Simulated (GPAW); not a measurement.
# BiTe (R-3m) in GPAW: equation of state with PBE

Aim: the equation of state of BiTe with PBE.

Program: GPAW 26.7.0. These are calculated values, not measurements. Logs are shortened: lines on timing, memory, paths and dates and some standing lists are left out, and cuts for length are marked. The log counts tension as positive stress, the text compression.

## Step 1: The structure

Symmetry: R-3m, No. 166, trigonal system. Conventional cell: a = 4.845 Å, b = 4.845 Å, c = 9.952 Å, α = 90.00°, β = 90.00°, γ = 120.00°. Bi (site symmetry -3m) has 6 Te at 3.25 Å as nearest neighbours. Te (site symmetry -3m) has 6 Bi at 3.25 Å as nearest neighbours.

The cell comes from a database or a generator and needn't be the stable form of this composition.

## Step 2: Equation of state, PBE

run.py reads:

```python
from ase import Atoms
from ase.eos import EquationOfState
from ase.io import Trajectory
from ase.units import GPa
from gpaw import GPAW, PW

atoms = Atoms(['Bi', 'Te'],
              cell=[[2.4227077728, 1.3987509848, 3.3172919545],
                    [-2.4227077728, 1.3987509848, 3.3172919545],
                    [0.0, -2.7975019696, 3.3172919545]],
              scaled_positions=[[0.5, 0.5, 0.5],
                                [0.0, 0.0, 0.0]],
              pbc=True)

traj = Trajectory('eos.traj', 'w')
volumes, energies = [], []
for x in [0.94, 0.96, 0.98, 1.0, 1.02, 1.04, 1.06]:
    a = atoms.copy()
    a.set_cell(atoms.cell * x**(1 / 3), scale_atoms=True)
    calc = GPAW(mode=PW(600),
                xc='PBE',
                kpts={'size': (6, 6, 6), 'gamma': True},
                occupations={'name': 'fermi-dirac', 'width': 0.05},
                nbands=20,
                convergence={'density': 1e-05, 'energy': 1e-05},
                maxiter=150,
                txt=f'eos-{x:.2f}.txt')
    a.calc = calc
    energies.append(a.get_potential_energy(force_consistent=True))
    volumes.append(a.get_volume())
    p = -a.get_stress()[:3].mean() / GPa
    calc.write(f'eos-{x:.2f}.gpw')
    traj.write(a)
    print(f'{x:.2f} {volumes[-1]:10.4f} A^3 {energies[-1]:14.6f} eV {p:9.3f} GPa', flush=True)

v0, e0, B = EquationOfState(volumes, energies, eos='birchmurnaghan').fit()
print(f'V0 = {v0:.4f} A^3, E0 = {e0:.6f} eV, B0 = {B / GPa:.2f} GPa')
```

Potentials or basis: GPAW PAW data sets (gpaw-data 1.2.1), pw.

Run with:

```sh
$ OMP_NUM_THREADS=1 python run.py
```

The log of the run:

```text
__  _  _
 | _ |_)|_||  |
 |__||  | ||/\| - 26.7.0

Input parameters:
  mode=PW(ecut=600.0),
  convergence={'density': 1e-05, 'energy': 1e-05},
  kpts=MonkhorstPack(size=(6, 6, 6), gamma=True),
  maxiter=150,
  nbands=20,
  occupations=Occupations(name='fermi-dirac', width=0.05),
  xc=XC(name='PBE')

Diagonalizing LCAO Hamiltonian
Converting LCAO to pw mode

       Bi

       Te

Atoms  # Å, Bohr magnetons
|   | symbol |        x |        y |        z |    initial magnetic moments |
|---|--------|----------|----------|----------|-----------------------------|
| 0 |     Bi | 0.000000 | 0.000000 | 4.874360 | ( 0.0000,  0.0000,  0.0000) |
| 1 |     Te | 0.000000 | 0.000000 | 0.000000 | ( 0.0000,  0.0000,  0.0000) |

Unit cell  # Å
| periodic |         x |         y |        z |  lengths |    angles |
|----------|-----------|-----------|----------|----------|-----------|
|      yes |  2.373251 |  1.370197 | 3.249573 | 4.250822 | 67.877182 |
|      yes | -2.373251 |  1.370197 | 3.249573 | 4.250822 | 67.877182 |
|      yes |  0.000000 | -2.740394 | 3.249573 | 4.250822 | 67.877182 |

Number of symmetries: 12
Symmetry operations  # r_c * U_cc + t_c -> r_c
|    | kind |            matrix            |
|----|------|------------------------------|
|  0 |  E   |  1, 0, 0,  0, 1, 0,  0, 0, 1 |
|  1 |  σ   |  1, 0, 0,  0, 0, 1,  0, 1, 0 |
|  2 |  σ   |  0, 1, 0,  1, 0, 0,  0, 0, 1 |
|  3 |  C3  |  0, 1, 0,  0, 0, 1,  1, 0, 0 |
|  4 |  C3  |  0, 0, 1,  1, 0, 0,  0, 1, 0 |
|  5 |  σ   |  0, 0, 1,  0, 1, 0,  1, 0, 0 |
|  6 |  C2  |  0, 0,-1,  0,-1, 0, -1, 0, 0 |
|  7 |  S6  |  0, 0,-1, -1, 0, 0,  0,-1, 0 |
|  8 |  S6  |  0,-1, 0,  0, 0,-1, -1, 0, 0 |
|  9 |  C2  |  0,-1, 0, -1, 0, 0,  0, 0,-1 |
| 10 |  C2  | -1, 0, 0,  0, 0,-1,  0,-1, 0 |
| 11 |  i   | -1, 0, 0,  0,-1, 0,  0, 0,-1 |

BZ-sampling:
  Number of BZ points: 216
  Number of IBZ points: 32

  Monkhorst-Pack size: [6, 6, 6]
  Monkhorst-Pack shift: [0.08333333333333333, 0.08333333333333333, 0.08333333333333333]

K-points  # in reciprocal-cell coordinates
|     |                                coordinates |     weight |
|-----|--------------------------------------------|------------|
|   0 | (  0.00000000,   0.00000000,   0.00000000) | 0.00462963 |
|   1 | (  0.16666667,   0.00000000,  -0.16666667) | 0.02777778 |
|   2 | (  0.16666667,   0.00000000,   0.00000000) | 0.02777778 |
|   3 | (  0.16666667,   0.16666667,  -0.16666667) | 0.02777778 |
|   4 | (  0.16666667,   0.16666667,   0.00000000) | 0.02777778 |
|   5 | (  0.16666667,   0.16666667,   0.16666667) | 0.00925926 |
|   6 | (  0.33333333,  -0.16666667,  -0.16666667) | 0.02777778 |
|   7 | (  0.33333333,   0.00000000,  -0.33333333) | 0.02777778 |
|   8 | (  0.33333333,   0.00000000,  -0.16666667) | 0.05555556 |
|   9 | (  0.33333333,   0.00000000,   0.00000000) | 0.02777778 |
| ... |                                            |            |
|  31 | (  0.50000000,   0.50000000,   0.50000000) | 0.00462963 |

Plane wave coefficients: 2155
Cutoff: 600.0 eV

Spin-components: 1 (collinear spins)
Bands:           20
Projectors:      11
Spin-degeneracy: 2
Datatype:        complex128

Parallelization:
  kpt:    1
  domain: 1
  band:   1

Density:
  Valence electrons: 21.0
  Components: 1
  Grid points: [25 25 25]
  Charge: 0.0  # |e|

Potential:
  Grid points: [25 25 25]

species:
  Bi:
    name:    Bismuth
    Z:       83.0
    valence: 15
    core:    68
    charge:  0.0  # [|e|]
    compensation charges:
      type: gauss
      rc: 0.38  # [Å]
      lmax: 2
    cutoffs:
      filter: 2.23  # [Å]
      core: 2.33  # [Å]
    projectors
    | kind |    occ | energy [eV] | rcut [Å] |
    |------|--------|-------------|----------|
    |   6s |  2.000 |     -14.385 |    1.286 |
    |   6p |  3.000 |      -4.580 |    1.275 |
    |   5d | 10.000 |     -27.119 |    1.349 |
    |    s |        |      12.827 |    1.286 |
    |    p |        |      22.631 |    1.275 |
    |    d |        |       0.093 |    1.349 |

    Using partial waves for Bi as LCAO basis

  Te:
    name:    Tellurium
    Z:       52.0
    valence: 6
    core:    46
    charge:  0.0  # [|e|]
    compensation charges:
      type: gauss
      rc: 0.36  # [Å]
      lmax: 2
    cutoffs:
      filter: 2.09  # [Å]
      core: 3.17  # [Å]
    projectors
    | kind |    occ | energy [eV] | rcut [Å] |
    |------|--------|-------------|----------|
    |   5s |  2.000 |     -15.089 |    1.180 |
    |   5p |  4.000 |      -5.955 |    1.196 |
    |    s |        |      12.123 |    1.180 |
    |    p |        |      21.256 |    1.196 |
    |    d |        |       0.000 |    1.238 |

    Using partial waves for Te as LCAO basis

Reference energy: -769639.066386  # eV

eigensolver:
  PPCG
  Converge bands: occupied
  niter=2

density mixing:
  MSR1-Mixer
  Pratt-step length: 0.05
  Maximum mixing coefficient: 0.75
  Old densities: 10
  SVD Regularization: 0.005
  Good broyden scale: 1.0
  Trust region scale: 1.0
  Backstep threshold: 4.0
  History deletion threshold: 6.0
  Fourier metric: weight=20.0, sigma=0.015

occupation numbers:
  Fermi-Dirac:
    width: 0.0500  # eV

poisson solver:
  ecut: 4800.0  # eV

xc functional:
  name: PBE with 2 nearest neighbor stencil

convergence criteria:
[... 6 lines left out ...]
|iter     | |      energy | eigst |  dens |
|---------|-|-------------|-------|-------|
|iter:   1| |   -8.004504 | -0.37 |       |
|iter:   2| |   -8.003953 | -2.54 | -1.56 |
|iter:   3| |   -7.993841 | -3.13 | -1.60 |
|iter:   4| |   -7.996230 | -3.54 | -2.05 |
|iter:   5| |   -7.996811 | -4.19 | -2.42 |
|iter:   6| |   -7.996837 | -5.43 | -3.13 |
|iter:   7| |   -7.996840c| -6.58 | -4.01 |
|iter:   8| |   -7.996840c| -7.31 | -4.56 |
|iter:   9| |   -7.996840c| -7.80c| -5.22c|

Converged in 9 steps
Energy contributions relative to reference atoms: (reference = -769639.066386)

Energy contributions:
  Kinetic:          27.345380
  Coulomb:         -25.436054
  Zero:             -1.354256
  External:          0.000000
  Xc:               -8.547582
  Entropy:          -0.008654
  Spinorbit:         0.000000
  ----------------------------
  Free energy:      -8.001167
  Extrapolated:     -7.996840

dipole moment: (0.000000, 0.000000, -41.633082)  # |e|*Ang

Fermi level: 7.146
Eigenvalues  # (at kpt = [0.000, 0.000, 0.000])
| band index |      eig [eV] | occ [0-2] |
|------------|---------------|-----------|
|          0 |       -16.253 |     2.000 |
|        ... |               |           |
|          2 |       -16.238 |     2.000 |
|          3 |       -16.238 |     2.000 |
|          4 |       -16.217 |     2.000 |
|          5 |        -6.682 |     2.000 |
|          6 |        -0.759 |     2.000 |
|          7 |         4.064 |     2.000 |
[... 8 lines left out ...]
|         16 |        13.968 |     0.000 |
|         17 |        14.102 |     0.000 |
|        ... |               |           |
|         19 |        14.184 |     0.000 |

No gap
No difference between direct/indirect transitions

Stress tensor  # eV/Ang^3
|         x |         y |         z |
|-----------|-----------|-----------|
| -0.022103 | -0.000000 |  0.000000 |
| -0.000000 | -0.022103 |  0.000000 |
| -0.000000 |  0.000000 | -0.014054 |

# Writing to eos-0.94.gpw (mode='')
```

It took 1.9 min on 1 thread of Intel Xeon Platinum 8488C (Sapphire Rapids), shared host; peak memory 0.31 GiB.

Results:

| Quantity | Value |
| --- | --- |
| Equilibrium volume | 33.54 Å³/atom |
| Bulk modulus at fixed shape and positions | 48 GPa |
| Pressure derivative of the bulk modulus | 4.7 |

Energy against volume, from the lowest point:
| volume (Å³/atom) | energy (meV/atom) |
| --- | --- |
| 31.701 | 16.91 |
| 32.376 | 6.44 |
| 33.050 | 0.99 |
| 33.725 | 0.00 |
| 34.399 | 2.99 |
| 35.074 | 9.54 |
| 35.748 | 19.25 |

Caveat: the cell was scaled at fixed shape and fractional positions, which overstates the stiffness of a crystal with free parameters, most of all of layers and chains; spin-orbit coupling is left out, which moves the levels of the heavy elements.
